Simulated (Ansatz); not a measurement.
# C8H4Ge: how energies converge with the basis set

One table from this session's results is given with a row withheld; the runs are named, their logs left out.

The runs use Ansatz 0.2.0, Gaussian basis; one geometry, several basis sets.

The runs, in order: PBE0-D4/def2-SVP; ωB97M-V/def2-SVP; PBE0-D4/def2-QZVPP; ωB97M-V/def2-QZVPP; the functionals' def2-TZVPP values are taken from earlier runs.

## The relaxed structure

The geometry comes from an earlier relaxation with PBE0-D4 in a triple-zeta def2 set; it is a stationary point, not always the lowest conformer.

13 atoms, charge 0, spin multiplicity 1.

Atoms are counted from 1 here; the program's logs count them from 0.

Bond lengths: C1–C2 1.203 Å, C1–H10 1.066 Å, C2–Ge3 1.891 Å, Ge3–C4 1.891 Å, Ge3–C6 1.891 Å, Ge3–C8 1.891 Å, C4–C5 1.203 Å, C5–H11 1.066 Å, C6–C7 1.203 Å, C7–H12 1.066 Å, C8–C9 1.203 Å, C9–H13 1.066 Å. Angles: C2–C1–H10 180.0°, C1–C2–Ge3 179.9°, C2–Ge3–C4 109.5°, C2–Ge3–C6 109.5°, C2–Ge3–C8 109.5°, C4–Ge3–C6 109.5°, C4–Ge3–C8 109.5°, C6–Ge3–C8 109.5°, Ge3–C4–C5 179.8°, C4–C5–H11 180.0°, Ge3–C6–C7 179.9°, C6–C7–H12 180.0°, Ge3–C8–C9 179.9°, C8–C9–H13 180.0°.

Set-up of the first run:

File in.yaml:

```yaml
crystal:
  periodic: [false, false, false]
  atoms:
    - {symbol: C, position_ang: [2.954864, 0.192364, -0.907625]}
    - {symbol: C, position_ang: [1.806755, 0.115588, -0.555161]}
    - {symbol: Ge, position_ang: [0.003211, -0.002914, 0.000020]}
    - {symbol: C, position_ang: [-1.003951, -0.912194, -1.316750]}
    - {symbol: C, position_ang: [-1.647837, -1.491149, -2.152515]}
    - {symbol: C, position_ang: [-0.697864, 1.736635, 0.239839]}
    - {symbol: C, position_ang: [-1.144835, 2.843397, 0.393382]}
    - {symbol: C, position_ang: [-0.093005, -0.951543, 1.632778]}
    - {symbol: C, position_ang: [-0.156885, -1.555065, 2.671989]}
    - {symbol: H, position_ang: [3.971820, 0.260235, -1.219860]}
    - {symbol: H, position_ang: [-2.217904, -2.003951, -2.893023]}
    - {symbol: H, position_ang: [-1.540719, 3.823747, 0.529330]}
    - {symbol: H, position_ang: [-0.213250, -2.089649, 3.592497]}
basis:
  gaussian: {orbitals: def2-SVP}
hamiltonian: {xc: pbe0, dispersion: d4}
output: {orbitals: {seedname: orbitals}}
```

On the command line:

```bash
$ ansatz run in.yaml --threads 2 --pin off --events-out ev --progress --plain --max-ram 22528MiB --backend cpu
```

Among the steps run: PBE0-D4 in def2-SVP; ωB97M-V in def2-SVP; PBE0-D4 in def2-QZVPP; ωB97M-V in def2-QZVPP.

One of the session's tables, all rows but one given; the rest of the session is left out.

It belongs to the step «Density functionals: the series». 

| functional | basis | HOMO (eV) |
| --- | --- | --- |
| PBE0-D4 | def2-SVP | -8.22 |
| PBE0-D4 | def2-TZVPP | -8.29 |
| PBE0-D4 | def2-QZVPP | -8.31 |
| ωB97M-V | def2-SVP | -10.48 |
| ωB97M-V | def2-TZVPP | -10.56 |
| ωB97M-V | def2-QZVPP | ? |

Q: Estimate the row for ωB97M-V, def2-QZVPP from the others.

The run gave: HOMO (eV): -10.57. In the column «HOMO (eV)» it is the lowest.
